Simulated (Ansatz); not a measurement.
# CH4Ge (triplet): wave-function methods side by side at a displaced geometry (v1), cc-pVDZ

An exercise on one series of results from a longer session: the logs are not shown, and one member is left open.

The runs use Ansatz 0.2.0, Gaussian basis; cc-pVDZ, core rule «outside noble gas», up to 15 orbitals frozen.

To be run: UHF; CCSD(T) on ROHF; CCSD(T) on UHF; BCCD(T) on ROHF; CISD; CCSDT(Q) on ROHF; CCSDT(Q) on UHF.

16 further runs of the same task are left out: 5 that didn't finish, 11 set aside as unsound or not needed.

## The geometry

The geometry is a PBE0/def2-TZVP stationary point (not a proven minimum) with its atoms shifted at random (size 0.040 Å). No spin-orbit coupling is included. The filled d shell of Ge may be among the frozen orbitals whatever the setting's name suggests; the logs give the count.

6 atoms, charge 0, spin multiplicity 3.

Atoms are counted from 1 here; the program's logs count them from 0.

Bond lengths: Ge1–C2 1.912 Å, Ge1–H3 1.569 Å, Ge1–H4 1.493 Å, Ge1–H5 1.595 Å, C2–H6 1.106 Å. Angles: C2–Ge1–H3 108.0°, C2–Ge1–H4 109.0°, C2–Ge1–H5 105.8°, H3–Ge1–H4 110.8°, H3–Ge1–H5 112.2°, H4–Ge1–H5 111.0°, Ge1–C2–H6 147.2°.

Geometry (Å):

| atom | x (Å) | y (Å) | z (Å) |
| --- | --- | --- | --- |
| Ge1 | 0.00171 | 0.01284 | 0.27508 |
| C2 | 0.00088 | -0.12408 | -1.63189 |
| H3 | 0.04885 | 1.53572 | 0.65091 |
| H4 | 1.19763 | -0.70197 | 0.81207 |
| H5 | -1.34787 | -0.68579 | 0.76058 |
| H6 | -0.03261 | 0.40541 | -2.60237 |

Set-up of the first run:

File in.yaml:

```yaml
crystal:
  periodic: [false, false, false]
  atoms:
    - {symbol: Ge, position_ang: [0.001714, 0.012838, 0.275082]}
    - {symbol: C, position_ang: [0.000881, -0.124081, -1.631890]}
    - {symbol: H, position_ang: [0.048846, 1.535722, 0.650906]}
    - {symbol: H, position_ang: [1.197626, -0.701971, 0.812070]}
    - {symbol: H, position_ang: [-1.347875, -0.685791, 0.760581]}
    - {symbol: H, position_ang: [-0.032606, 0.405409, -2.602371]}
basis:
  gaussian: {orbitals: cc-pVDZ}
magnetization: {spin_polarized: true, initial_magnetization: 2}
hamiltonian: {xc: hf}
output: {orbitals: {seedname: orbitals}}
```

Command:

```sh
ansatz run in.yaml --threads 1 --pin off --events-out ev --progress --plain --max-ram 2393MiB
```

Steps of the session up to this table: UHF; CCSD(T) on ROHF; CCSD(T) on UHF; BCCD(T) on ROHF; CISD; CCSDT(Q) on ROHF; CCSDT(Q) on UHF.

One table of the session follows, with a row left open; its other results are not shown here.

It belongs to the step «Misses and costs». 

```
   method  from UCCSDT(Q) (kJ/mol)
     ROHF                   +633.5
      UHF                   +613.7
     RMP2                   +127.0
     UMP2                        ?
     CISD                    +63.9
    RCCSD                    +16.6
    UCCSD                    +16.2
 RCCSD(T)                     +3.4
 UCCSD(T)                     +3.3
  BCCD(T)                     +3.3
   RCCSDT                     +0.7
   UCCSDT                     +0.6
RCCSDT(Q)                     +0.1
UCCSDT(Q)                        0
```

**Question.** Estimate the row for UMP2.

As computed: from UCCSDT(Q) (kJ/mol): +125.7. In the column «from UCCSDT(Q) (kJ/mol)» it lies between CISD (+63.9) and RMP2 (+127.0).

To keep in mind: Restricted and unrestricted rows rest on different reference determinants; where their highest levels disagree by more than a few hundredths of an eV, they describe different states and don't form one ladder.
